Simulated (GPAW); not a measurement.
# HfMoC2 (P4/mmm) in GPAW: a series of runs

The runs below take HfMoC2 through relaxation of cell and atoms, with PBEsol.

Program: GPAW 26.7.0. These are calculated values, not measurements. Logs are shortened: lines on timing, memory, paths and dates and some standing lists are left out, and cuts for length are marked. The log counts tension as positive stress, the text compression.

## (1) The crystal as given

It takes space group P4/mmm (No. 123, tetragonal). The conventional cell has a = 3.191 Å, b = 3.191 Å, c = 4.485 Å, α = 90.00°, β = 90.00°, γ = 90.00°. Hf (site symmetry 4/mmm) has 6 C at 2.24 to 2.26 Å as nearest neighbours. Around Mo (site symmetry 4/mmm) lie 6 C at 2.24 to 2.26 Å. C (site symmetry 4/mmm) has 2 Mo at 2.24 Å and 4 Hf at 2.26 Å as nearest neighbours. C (site symmetry 4/mmm) is surrounded by 2 Hf at 2.24 Å and 4 Mo at 2.26 Å.

The cell comes from a database or a generator and needn't be the stable form of this composition.

## (2) Relaxation of cell and atoms, PBEsol, target pressure 2 GPa, at which the enthalpy is minimised

run.py

```python
from ase import Atoms
from ase.filters import FrechetCellFilter
from ase.io import write
from ase.optimize import BFGS
from ase.units import GPa
from gpaw import GPAW, PW, setup_paths

setup_paths.insert(0, '.')

atoms = Atoms(['Hf', 'Mo', 'C', 'C'],
              cell=[[3.191423, 0.0, 0.0],
                    [0.0, 3.191423, 0.0],
                    [0.0, 0.0, 4.485164]],
              scaled_positions=[[0.0, 0.0, 0.0],
                                [0.5, 0.5, 0.5],
                                [0.5, 0.5, 0.0],
                                [0.0, 0.0, 0.5]],
              pbc=True)

calc = GPAW(mode=PW(800),
            xc='PBEsol',
            kpts={'size': (6, 6, 4), 'gamma': True},
            occupations={'name': 'fermi-dirac', 'width': 0.05},
            nbands=33,
            convergence={'density': 1e-05, 'forces': 0.0001},
            maxiter=150,
            txt='gpaw.txt')
atoms.calc = calc
opt = BFGS(FrechetCellFilter(atoms, scalar_pressure=2 * GPa), trajectory='relax.traj', logfile='-')
done = opt.run(fmax=0.02, steps=60)
calc.write('gs.gpw')
write('result.traj', atoms)
print('Converged:', done)
print('Cell:', atoms.cell.cellpar().round(4))
print('Volume:', round(atoms.get_volume(), 4))
print(atoms.get_scaled_positions().round(5))
```

Potentials or basis: PAW data sets generated in the run's folder for this functional, pw.

Started as:

```bash
$ gpaw-setup -f PBEsol C Hf Mo
$ OMP_NUM_THREADS=1 python run.py
```

gpaw.txt:

```text
__  _  _
 | _ |_)|_||  |
 |__||  | ||/\| - 26.7.0

Input parameters:
  mode=PW(ecut=800.0),
  convergence={'density': 1e-05, 'forces': 0.0001},
  kpts=MonkhorstPack(size=(6, 6, 4), gamma=True),
  maxiter=150,
  nbands=33,
  occupations=Occupations(name='fermi-dirac', width=0.05),
  xc=XC(name='PBEsol')

Diagonalizing LCAO Hamiltonian
Converting LCAO to pw mode
   .-------.
  /|       |
 * |       |
 | |       |
 | |  Mo   |
 C |       |
 | .-------.
 |/   C   /
 Hf------*

Atoms  # Å, Bohr magnetons
|   | symbol |        x |        y |        z |    initial magnetic moments |
|---|--------|----------|----------|----------|-----------------------------|
| 0 |     Hf | 0.000000 | 0.000000 | 0.000000 | ( 0.0000,  0.0000,  0.0000) |
| 1 |     Mo | 1.595711 | 1.595711 | 2.242582 | ( 0.0000,  0.0000,  0.0000) |
| 2 |      C | 1.595711 | 1.595711 | 0.000000 | ( 0.0000,  0.0000,  0.0000) |
| 3 |      C | 0.000000 | 0.000000 | 2.242582 | ( 0.0000,  0.0000,  0.0000) |

Unit cell  # Å
| periodic |        x |        y |        z |  lengths |    angles |
|----------|----------|----------|----------|----------|-----------|
|      yes | 3.191423 | 0.000000 | 0.000000 | 3.191423 | 90.000000 |
|      yes | 0.000000 | 3.191423 | 0.000000 | 3.191423 | 90.000000 |
|      yes | 0.000000 | 0.000000 | 4.485164 | 4.485164 | 90.000000 |

Number of symmetries: 16
Symmetry operations  # r_c * U_cc + t_c -> r_c
|    | kind |            matrix            |
|----|------|------------------------------|
|  0 |  E   |  1, 0, 0,  0, 1, 0,  0, 0, 1 |
|  1 |  σ   |  1, 0, 0,  0, 1, 0,  0, 0,-1 |
|  2 |  σ   |  1, 0, 0,  0,-1, 0,  0, 0, 1 |
|  3 |  C2  |  1, 0, 0,  0,-1, 0,  0, 0,-1 |
|  4 |  σ   |  0, 1, 0,  1, 0, 0,  0, 0, 1 |
|  5 |  C2  |  0, 1, 0,  1, 0, 0,  0, 0,-1 |
|  6 |  C4  |  0, 1, 0, -1, 0, 0,  0, 0, 1 |
|  7 |  S4  |  0, 1, 0, -1, 0, 0,  0, 0,-1 |
|  8 |  C4  |  0,-1, 0,  1, 0, 0,  0, 0, 1 |
[... 225 lines left out ...]
No gap
No difference between direct/indirect transitions

Stress tensor  # eV/Ang^3
|        x |        y |        z |
|----------|----------|----------|
| 0.054604 | 0.000000 | 0.000000 |
| 0.000000 | 0.054604 | 0.000000 |
| 0.000000 | 0.000000 | 0.026520 |

Forces  # eV/Ang
|        x |        y |       z |
|----------|----------|---------|
[... 560 lines left out ...]
Interpolating wave functions to new cell

       C    Mo

       Hf   C

Atoms  # Å, Bohr magnetons
|   | symbol |         x |        y |         z |    initial magnetic moments |
|---|--------|-----------|----------|-----------|-----------------------------|
| 0 |     Hf | -0.000000 | 0.000000 |  0.000000 | ( 0.0000,  0.0000,  0.0000) |
| 1 |     Mo |  1.575037 | 1.575037 |  2.227408 | ( 0.0000,  0.0000,  0.0000) |
| 2 |      C |  1.575037 | 1.575037 | -0.000000 | ( 0.0000,  0.0000,  0.0000) |
| 3 |      C |  0.000000 | 0.000000 |  2.227408 | ( 0.0000,  0.0000,  0.0000) |

Unit cell  # Å
| periodic |         x |        y |         z |  lengths |    angles |
|----------|-----------|----------|-----------|----------|-----------|
|      yes |  3.150074 | 0.000000 | -0.000000 | 3.150074 | 90.000000 |
|      yes | -0.000000 | 3.150074 | -0.000000 | 3.150074 | 90.000000 |
|      yes |  0.000000 | 0.000000 |  4.454817 | 4.454817 | 90.000000 |

Number of symmetries: 16
Symmetry operations  # r_c * U_cc + t_c -> r_c
|    | kind |            matrix            |
|----|------|------------------------------|
|  0 |  E   |  1, 0, 0,  0, 1, 0,  0, 0, 1 |
|  1 |  σ   |  1, 0, 0,  0, 1, 0,  0, 0,-1 |
|  2 |  σ   |  1, 0, 0,  0,-1, 0,  0, 0, 1 |
|  3 |  C2  |  1, 0, 0,  0,-1, 0,  0, 0,-1 |
|  4 |  σ   |  0, 1, 0,  1, 0, 0,  0, 0, 1 |
|  5 |  C2  |  0, 1, 0,  1, 0, 0,  0, 0,-1 |
|  6 |  C4  |  0, 1, 0, -1, 0, 0,  0, 0, 1 |
|  7 |  S4  |  0, 1, 0, -1, 0, 0,  0, 0,-1 |
|  8 |  C4  |  0,-1, 0,  1, 0, 0,  0, 0, 1 |
[... 243 lines left out ...]
       Hf   C

Atoms  # Å, Bohr magnetons
|   | symbol |         x |        y |        z |    initial magnetic moments |
|---|--------|-----------|----------|----------|-----------------------------|
| 0 |     Hf | -0.000000 | 0.000000 | 0.000000 | ( 0.0000,  0.0000,  0.0000) |
| 1 |     Mo |  1.575078 | 1.575078 | 2.229285 | ( 0.0000,  0.0000,  0.0000) |
| 2 |      C |  1.575078 | 1.575078 | 0.000000 | ( 0.0000,  0.0000,  0.0000) |
| 3 |      C |  0.000000 | 0.000000 | 2.229285 | ( 0.0000,  0.0000,  0.0000) |

Unit cell  # Å
| periodic |         x |        y |         z |  lengths |    angles |
|----------|-----------|----------|-----------|----------|-----------|
|      yes |  3.150155 | 0.000000 | -0.000000 | 3.150155 | 90.000000 |
|      yes | -0.000000 | 3.150155 |  0.000000 | 3.150155 | 90.000000 |
|      yes |  0.000000 | 0.000000 |  4.458571 | 4.458571 | 90.000000 |

Number of symmetries: 16
Symmetry operations  # r_c * U_cc + t_c -> r_c
|    | kind |            matrix            |
|----|------|------------------------------|
|  0 |  E   |  1, 0, 0,  0, 1, 0,  0, 0, 1 |
|  1 |  σ   |  1, 0, 0,  0, 1, 0,  0, 0,-1 |
|  2 |  σ   |  1, 0, 0,  0,-1, 0,  0, 0, 1 |
|  3 |  C2  |  1, 0, 0,  0,-1, 0,  0, 0,-1 |
|  4 |  σ   |  0, 1, 0,  1, 0, 0,  0, 0, 1 |
|  5 |  C2  |  0, 1, 0,  1, 0, 0,  0, 0,-1 |
|  6 |  C4  |  0, 1, 0, -1, 0, 0,  0, 0, 1 |
|  7 |  S4  |  0, 1, 0, -1, 0, 0,  0, 0,-1 |
|  8 |  C4  |  0,-1, 0,  1, 0, 0,  0, 0, 1 |
[... 243 lines left out ...]
       Hf   C

Atoms  # Å, Bohr magnetons
|   | symbol |         x |        y |        z |    initial magnetic moments |
|---|--------|-----------|----------|----------|-----------------------------|
| 0 |     Hf | -0.000000 | 0.000000 | 0.000000 | ( 0.0000,  0.0000,  0.0000) |
| 1 |     Mo |  1.574569 | 1.574569 | 2.231157 | ( 0.0000,  0.0000,  0.0000) |
| 2 |      C |  1.574569 | 1.574569 | 0.000000 | ( 0.0000,  0.0000,  0.0000) |
| 3 |      C |  0.000000 | 0.000000 | 2.231157 | ( 0.0000,  0.0000,  0.0000) |

Unit cell  # Å
| periodic |         x |         y |        z |  lengths |    angles |
|----------|-----------|-----------|----------|----------|-----------|
|      yes |  3.149138 | -0.000000 | 0.000000 | 3.149138 | 90.000000 |
|      yes | -0.000000 |  3.149138 | 0.000000 | 3.149138 | 90.000000 |
|      yes |  0.000000 |  0.000000 | 4.462313 | 4.462313 | 90.000000 |

Number of symmetries: 16
Symmetry operations  # r_c * U_cc + t_c -> r_c
|    | kind |            matrix            |
|----|------|------------------------------|
|  0 |  E   |  1, 0, 0,  0, 1, 0,  0, 0, 1 |
|  1 |  σ   |  1, 0, 0,  0, 1, 0,  0, 0,-1 |
|  2 |  σ   |  1, 0, 0,  0,-1, 0,  0, 0, 1 |
|  3 |  C2  |  1, 0, 0,  0,-1, 0,  0, 0,-1 |
|  4 |  σ   |  0, 1, 0,  1, 0, 0,  0, 0, 1 |
|  5 |  C2  |  0, 1, 0,  1, 0, 0,  0, 0,-1 |
|  6 |  C4  |  0, 1, 0, -1, 0, 0,  0, 0, 1 |
|  7 |  S4  |  0, 1, 0, -1, 0, 0,  0, 0,-1 |
|  8 |  C4  |  0,-1, 0,  1, 0, 0,  0, 0, 1 |
[... 231 lines left out ...]
Forces  # eV/Ang
|        x |       y |       z |
|----------|---------|---------|
|  0.00000 | 0.00000 | 0.00000 |  # Hf   0
| -0.00000 | 0.00000 | 0.00000 |  # Mo   1
|  0.00000 | 0.00000 | 0.00000 |  # C    2
|  0.00000 | 0.00000 | 0.00000 |  # C    3

# Writing to gs.gpw (mode='')
```

Run time: 3.3 min. Hardware: 1 thread of Arm Neoverse V2, shared host; peak memory 0.32 GiB.

Results:

```
Free energy                                            : -41.1099 eV
Relaxed volume                                         : 11.06 Å³/atom
Relaxed cell                                           : a = 3.149 Å, b = 3.149 Å, c = 4.462 Å, α = 90.00°, β = 90.00°, γ = 90.00°
Space group after relaxing (to 0.05 Å)                 : P4/mmm (No. 123)
Energy change on relaxing (the enthalpy is what falls) : -6.7 meV/atom
Ionic steps                                            : 6
Pressure after relaxing                                : 1.8 GPa
Band gap on the k mesh                                 : none (metal or under the smearing width)
```

The path:
```tsv
step	energy change (eV)	largest force (eV/Å)	pressure (GPa)	volume (Å³)
1	0.0000	0.0000	-7.25	45.68
2	-0.0131	0.0000	-5.34	45.36
3	-0.0250	0.0000	2.50	44.16
4	-0.0258	0.0000	2.16	44.20
5	-0.0266	0.0000	1.89	44.24
6	-0.0269	0.0000	1.83	44.25
```

Final structure:
```
CELL_PARAMETERS angstrom
3.14914 0.00000 0.00000
0.00000 3.14914 0.00000
0.00000 0.00000 4.46231
ATOMIC_POSITIONS crystal
Hf 0.00000 0.00000 0.00000
Mo 0.50000 0.50000 0.50000
C 0.50000 0.50000 0.00000
C 0.00000 0.00000 0.50000
```

Caveat: later steps reuse the first step's grids. The run has no spin-orbit coupling, so splittings on Hf are missing.

## (3) Relaxation of cell and atoms, PBEsol, target pressure 5 GPa, at which the enthalpy is minimised

run.py, as its differences from that of step 2:

```diff
@@ -28,3 +28,3 @@
 atoms.calc = calc
-opt = BFGS(FrechetCellFilter(atoms, scalar_pressure=2 * GPa), trajectory='relax.traj', logfile='-')
+opt = BFGS(FrechetCellFilter(atoms, scalar_pressure=5 * GPa), trajectory='relax.traj', logfile='-')
 done = opt.run(fmax=0.02, steps=60)
```

Potentials or basis: PAW data sets generated in the run's folder for this functional, pw.

Started as:

```bash
$ gpaw-setup -f PBEsol C Hf Mo
$ OMP_NUM_THREADS=1 python run.py
```

Run time: 3.4 min. Hardware: 1 thread of Arm Neoverse V2, shared host; peak memory 0.33 GiB.

Results (log left out):

| Property | Result |
| --- | --- |
| Free energy | -41.1005 eV |
| Relaxed volume | 10.96 Å³/atom |
| Relaxed cell | a = 3.139 Å, b = 3.139 Å, c = 4.448 Å, α = 90.00°, β = 90.00°, γ = 90.00° |
| Space group after relaxing (to 0.05 Å) | P4/mmm (No. 123) |
| Energy change on relaxing (the enthalpy is what falls) | -4.3 meV/atom |
| Ionic steps | 6 |
| Pressure after relaxing | 4.8 GPa |
| Band gap on the k mesh | none (metal or under the smearing width) |

Stress tensor (GPa, compression positive):
```
4.73 0.00 0.00
0.00 4.73 0.00
0.00 0.00 5.02
```

Step by step:
| step | energy change (eV) | largest force (eV/Å) | pressure (GPa) | volume (Å³) |
| --- | --- | --- | --- | --- |
| 1 | 0.0000 | 0.0000 | -7.25 | 45.68 |
| 2 | -0.0161 | 0.0000 | -4.71 | 45.26 |
| 3 | -0.0130 | 0.0000 | 5.66 | 43.71 |
| 4 | -0.0157 | 0.0000 | 5.11 | 43.79 |
| 5 | -0.0166 | 0.0000 | 4.93 | 43.81 |
| 6 | -0.0174 | 0.0000 | 4.83 | 43.83 |

Final structure:
```
Hf Mo C
1.0
     3.13922    0.00000    0.00000
     0.00000    3.13922    0.00000
     0.00000    0.00000    4.44755
Hf Mo C
1 1 2
Direct
  0.00000 0.00000 0.00000
  0.50000 0.50000 0.50000
  0.50000 0.50000 0.00000
  0.00000 0.00000 0.50000
```

Levels at points of the mesh, in eV from the Fermi level:
| k point | band 13 | band 14 | band 15 | band 16 | band 17 | band 18 | band 19 | band 20 | band 21 | band 22 |
| --- | --- | --- | --- | --- | --- | --- | --- | --- | --- | --- |
| (0.00, 0.00, 0.00) | -1.43 | -1.43 | -1.23 | -1.23 | -0.51 | -0.41 | 0.06 | 0.21 | 0.21 | 0.41 |
| (0.00, 0.00, 0.50) | -3.76 | -2.16 | -2.16 | -1.84 | -1.84 | -1.57 | -0.30 | 2.24 | 2.24 | 4.09 |
| (0.50, 0.00, 0.00) | -5.15 | -4.49 | -3.97 | -3.78 | -0.42 | 1.02 | 2.32 | 3.31 | 3.36 | 4.42 |
| (0.50, 0.00, 0.50) | -5.46 | -5.35 | -4.46 | -4.46 | 1.08 | 1.11 | 1.88 | 4.70 | 5.51 | 5.63 |
| (0.50, 0.50, 0.00) | -3.95 | -3.95 | -1.23 | -1.04 | -0.98 | -0.98 | 1.13 | 1.50 | 2.69 | 4.14 |
| (0.50, 0.50, 0.50) | -4.50 | -4.38 | -4.24 | -4.24 | 1.18 | 1.18 | 1.50 | 3.03 | 3.03 | 3.84 |

Caveat: later steps reuse the first step's grids. Spin-orbit coupling is left out, which matters for the levels of Hf.

## (4) Relaxation of cell and atoms, PBEsol, target pressure 10 GPa, at which the enthalpy is minimised

run.py, as its differences from that of step 3:

```diff
@@ -28,3 +28,3 @@
 atoms.calc = calc
-opt = BFGS(FrechetCellFilter(atoms, scalar_pressure=5 * GPa), trajectory='relax.traj', logfile='-')
+opt = BFGS(FrechetCellFilter(atoms, scalar_pressure=10 * GPa), trajectory='relax.traj', logfile='-')
 done = opt.run(fmax=0.02, steps=60)
```

Started as:

```bash
$ gpaw-setup -f PBEsol C Hf Mo
$ OMP_NUM_THREADS=1 python run.py
```

Run time: 3.4 min. Hardware: 1 thread of Arm Neoverse V2, shared host; peak memory 0.32 GiB.

It converged, with:

```yaml
Free_energy: -41.0685 eV
Relaxed_volume: 10.79 Å³/atom
Relaxed_cell: a = 3.123 Å, b = 3.123 Å, c = 4.425 Å, α = 90.00°, β = 90.00°, γ = 90.00°
Space_group_after_relaxing_to_0.05_Å: P4/mmm (No. 123)
Energy_change_on_relaxing_the_enthalpy_is_what_falls: +3.7 meV/atom
Ionic_steps: 6
Pressure_after_relaxing: 9.9 GPa
Band_gap_on_the_k_mesh: none (metal or under the smearing width)
```

Step by step:
```tsv
step	energy change (eV)	largest force (eV/Å)	pressure (GPa)	volume (Å³)
1	0.0000	0.0000	-7.25	45.68
2	-0.0203	0.0000	-3.64	45.08
3	0.0251	0.0000	11.06	43.01
4	0.0164	0.0000	10.05	43.13
5	0.0156	0.0000	9.97	43.14
6	0.0149	0.0000	9.93	43.15
```

Final structure:
```
Hf Mo C
1.0
     3.12283    0.00000    0.00000
     0.00000    3.12283    0.00000
     0.00000    0.00000    4.42486
Hf Mo C
1 1 2
Direct
  0.00000 0.00000 0.00000
  0.50000 0.50000 0.50000
  0.50000 0.50000 0.00000
  0.00000 0.00000 0.50000
```

Levels at points of the mesh, in eV from the Fermi level:
| k point | band 14 | band 15 | band 16 | band 17 | band 18 | band 19 | band 20 | band 21 |
| --- | --- | --- | --- | --- | --- | --- | --- | --- |
| (0.00, 0.00, 0.00) | -1.46 | -1.24 | -1.24 | -0.54 | -0.42 | 0.05 | 0.21 | 0.21 |
| (0.00, 0.00, 0.50) | -2.18 | -2.18 | -1.87 | -1.87 | -1.62 | -0.30 | 2.29 | 2.29 |
| (0.50, 0.00, 0.00) | -4.54 | -4.02 | -3.84 | -0.42 | 1.06 | 2.37 | 3.39 | 3.41 |
| (0.50, 0.00, 0.50) | -5.44 | -4.54 | -4.53 | 1.12 | 1.15 | 1.93 | 4.78 | 5.60 |
| (0.50, 0.50, 0.00) | -3.96 | -1.24 | -1.03 | -0.97 | -0.97 | 1.17 | 1.55 | 2.76 |
| (0.50, 0.50, 0.50) | -4.44 | -4.27 | -4.27 | 1.22 | 1.22 | 1.55 | 3.06 | 3.06 |

Caveat: later steps reuse the first step's grids. Spin-orbit coupling is left out, which matters for the levels of Hf.

[end of part 1 of 2]
